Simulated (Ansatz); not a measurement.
# CCl₃NOTi: up Jacob's ladder to CCSD(T)

The task here is to estimate one member of a computed series from the others.

Computed with Ansatz 0.2.0, Gaussian basis. Level: functionals in def2-TZVPP, the program's frozen cores in correlated methods.

The runs, in order: LDA (SPW92), PBE-D4, revPBE-D4, BLYP-D4, r2SCAN-D4, B97M-V, PBE0-D4, B3LYP-D4, r2SCANh-D4, r2SCAN0-D4, HSE06-D4, BHLYP-D4, CAM-B3LYP-D4, LC-ωPBE, ωB97X-V, ωB97M-V, B2PLYP, PBE-QIDH; CCSD(T)/def2-SVP; MP2/def2-TZVPP; MP2/def2-QZVPP; RPA on PBE.

## The geometry

All runs share one geometry, relaxed beforehand with PBE0-D4 in a triple-zeta def2 set.

SMILES `O=C=[N][Ti]([Cl])([Cl])[Cl]`, 7 atoms, charge 0, spin multiplicity 1.

Atoms are counted from 1 here; the program's logs count them from 0.

Bond lengths: O1–C2 1.158 Å, C2–N3 1.206 Å, N3–Ti4 1.849 Å, Ti4–Cl5 2.168 Å, Ti4–Cl6 2.168 Å, Ti4–Cl7 2.168 Å. Angles: O1–C2–N3 180.0°, C2–N3–Ti4 179.8°, N3–Ti4–Cl5 109.0°, N3–Ti4–Cl6 108.9°, N3–Ti4–Cl7 108.9°, Cl5–Ti4–Cl6 110.0°, Cl5–Ti4–Cl7 110.0°, Cl6–Ti4–Cl7 110.0°.

Set-up of the first run:

in.yaml reads:

```yaml
crystal:
  periodic: [false, false, false]
  atoms:
    - {symbol: O, position_ang: [1.447363, -2.511968, 1.405200]}
    - {symbol: C, position_ang: [0.927609, -1.610098, 0.896693]}
    - {symbol: N, position_ang: [0.386346, -0.671197, 0.367347]}
    - {symbol: Ti, position_ang: [-0.438547, 0.769440, -0.446288]}
    - {symbol: Cl, position_ang: [1.024897, 1.847870, -1.627359]}
    - {symbol: Cl, position_ang: [-1.257105, 2.068496, 1.084112]}
    - {symbol: Cl, position_ang: [-2.029362, 0.039457, -1.725405]}
basis:
  gaussian: {orbitals: def2-TZVPP}
hamiltonian: {xc: lda}
output: {orbitals: {seedname: orbitals}}
```

Started as:

```bash
$ ansatz run in.yaml --threads 4 --pin off --events-out ev --progress --plain --max-ram 11315MiB
```

Among the steps run: LDA; PBE-D4 (GGA); revPBE-D4 (GGA); BLYP-D4 (GGA); r2SCAN-D4 (meta-GGA); B97M-V (meta-GGA); PBE0-D4 (hybrid); B3LYP-D4 (hybrid); r2SCANh-D4 (hybrid); r2SCAN0-D4 (hybrid); HSE06-D4 (hybrid); BHLYP-D4 (hybrid); CAM-B3LYP-D4 (range-separated); LC-ωPBE (range-separated); ωB97X-V (range-separated); ωB97M-V (range-separated); B2PLYP (double hybrid); PBE-QIDH (double hybrid).

One of the session's tables, all rows but one given; the rest of the session is left out.

It belongs to the step «Orbital energies across the functionals». 

```
  functional  HOMO (eV)  LUMO (eV)  gap (eV)
 LDA (SPW92)      -8.21      -4.66      3.55
      PBE-D4      -8.01      -4.43      3.58
   revPBE-D4      -7.94      -4.36      3.58
     BLYP-D4      -7.85      -4.30      3.55
   r2SCAN-D4      -8.36      -4.45      3.91
      B97M-V      -8.39      -4.43      3.96
     PBE0-D4      -9.37      -3.67      5.69
    B3LYP-D4      -9.10      -3.88      5.22
  r2SCANh-D4      -8.86      -4.14      4.71
  r2SCAN0-D4      -9.61      -3.66      5.95
    HSE06-D4      -8.97      -4.04      4.93
    BHLYP-D4          ?          ?         ?
CAM-B3LYP-D4     -10.67      -2.65      8.02
     LC-ωPBE     -12.02      -1.68     10.34
     ωB97X-V     -11.65      -1.63     10.02
     ωB97M-V     -11.51      -1.57      9.94
```

Q: Estimate the row for BHLYP-D4 from the others.

Worked estimate for «HOMO (eV)». Against the share of exact exchange, BLYP-D4 (0, -7.85), B3LYP-D4 (0.2, -9.10) give a slope of -6.25 per unit share; at 0.5 the line stands at -10.97.

As computed: HOMO (eV): -10.60; LUMO (eV): -2.66; gap (eV): 7.94. In «HOMO (eV)» the line misses by -0.37.
